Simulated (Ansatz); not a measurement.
# C₃H₇FOSi: up Jacob's ladder to CCSD(T)

One table from this session's results is given with a row withheld; the runs are named, their logs left out.

The runs use Ansatz 0.2.0, Gaussian basis; functionals in def2-TZVPP, the program's frozen cores in correlated methods.

Levels to be run: PBE-D4, r2SCAN-D4, PBE0-D4, B3LYP-D4, ωB97X-V, ωB97M-V, B2PLYP; CCSD(T)/def2-TZVPP; MP2/def2-QZVPP; extrapolation to the limit.

### The geometry

An earlier PBE0-D4 in a triple-zeta def2 set relaxation fixed the geometry.

SMILES `C/C([SiH3])=C(/O)F`, 13 atoms, charge 0, spin multiplicity 1.

Atoms are counted from 1 here; the program's logs count them from 0.

Bond lengths: C1–C2 1.505 Å, C1–H7 1.094 Å, C1–H8 1.094 Å, C1–H9 1.090 Å, C2–Si3 1.845 Å, C2–C4 1.336 Å, Si3–H10 1.487 Å, Si3–H11 1.498 Å, Si3–H12 1.487 Å, C4–O5 1.331 Å, C4–F6 1.324 Å, O5–H13 0.966 Å. Angles: C2–C1–H7 111.2°, C2–C1–H8 111.3°, C2–C1–H9 111.7°, H7–C1–H8 107.0°, H7–C1–H9 107.7°, H8–C1–H9 107.7°, C1–C2–Si3 118.2°, C1–C2–C4 120.9°, Si3–C2–C4 120.9°, C2–Si3–H10 111.7°, C2–Si3–H11 109.8°, C2–Si3–H12 111.7°, H10–Si3–H11 107.7°, H10–Si3–H12 108.0°, H11–Si3–H12 107.7°, C2–C4–O5 130.0°, C2–C4–F6 122.2°, O5–C4–F6 107.8° and more.

As a file:

```
atom     x (Å)     y (Å)     z (Å)
  C1   0.32814   0.38758   1.61668
  C2  -0.11413   0.12855   0.20145
 Si3   1.00239  -0.84706  -0.89716
  C4  -1.28346   0.59331  -0.24725
  O5  -1.84841   0.47442  -1.44672
  F6  -2.10371   1.29590   0.51877
  H7   0.49406  -0.54903   2.15799
  H8   1.27114   0.94249   1.64236
  H9  -0.41157   0.96478   2.17153
 H10   2.32016  -0.18072  -1.07411
 H11   0.38020  -0.99264  -2.25195
 H12   1.24549  -2.21288  -0.36120
 H13  -1.25981  -0.03930  -2.01558
```

Set-up of the first run:

Contents of in.yaml:

```yaml
crystal:
  periodic: [false, false, false]
  atoms:
    - {symbol: C, position_ang: [0.328142, 0.387575, 1.616683]}
    - {symbol: C, position_ang: [-0.114128, 0.128552, 0.201449]}
    - {symbol: Si, position_ang: [1.002386, -0.847056, -0.897157]}
    - {symbol: C, position_ang: [-1.283456, 0.593313, -0.247249]}
    - {symbol: O, position_ang: [-1.848415, 0.474423, -1.446720]}
    - {symbol: F, position_ang: [-2.103709, 1.295903, 0.518766]}
    - {symbol: H, position_ang: [0.494065, -0.549032, 2.157986]}
    - {symbol: H, position_ang: [1.271145, 0.942494, 1.642364]}
    - {symbol: H, position_ang: [-0.411573, 0.964775, 2.171526]}
    - {symbol: H, position_ang: [2.320161, -0.180716, -1.074114]}
    - {symbol: H, position_ang: [0.380203, -0.992644, -2.251950]}
    - {symbol: H, position_ang: [1.245488, -2.212883, -0.361203]}
    - {symbol: H, position_ang: [-1.259807, -0.039305, -2.015579]}
basis:
  gaussian: {orbitals: def2-TZVPP}
hamiltonian: {xc: pbe, dispersion: d4}
output: {forces: true, orbitals: {seedname: orbitals}}
```

Run with:

```sh
$ ansatz run in.yaml --threads 2 --pin off --events-out ev --progress --plain --max-ram 22528MiB --backend cuda --devices 0, --max-vram 18GiB
```

Steps of the session up to this table: PBE-D4 (GGA); r2SCAN-D4 (meta-GGA); PBE0-D4 (hybrid); B3LYP-D4 (hybrid); ωB97X-V (range-separated); ωB97M-V (range-separated); B2PLYP (double hybrid); CCSD(T) in def2-TZVPP; MP2 in def2-QZVPP.

One of the session's tables, all rows but one given; the rest of the session is left out.

It belongs to the step «Atomisation energies». 

| method | atomisation energy (eV) |
| --- | --- |
| PBE-D4 | 52.825 |
| r2SCAN-D4 | 51.799 |
| PBE0-D4 | 51.746 |
| B3LYP-D4 | 51.507 |
| ωB97X-V | 51.706 |
| ωB97M-V | 51.718 |
| B2PLYP | 50.970 |
| HF/def2-TZVPP | 37.254 |
| MP2/def2-TZVPP | ? |
| CCSD/def2-TZVPP | 49.380 |
| CCSD(T)/def2-TZVPP | 50.208 |
| MP2/CBS | 52.494 |
| CCSD(T)/CBS | 51.516 |

Q: Estimate the row for MP2/def2-TZVPP from the others.

The run gave: atomisation energy (eV): 51.186. In the column «atomisation energy (eV)» it lies between B2PLYP (50.970) and B3LYP-D4 (51.507).

Limits of these values: Free atoms (3 C, 1 Si, 1 O, 1 F, 7 H) were run apart at each level; the atomisation energy is their sum less the molecule, without zero-point or spin-orbit terms.
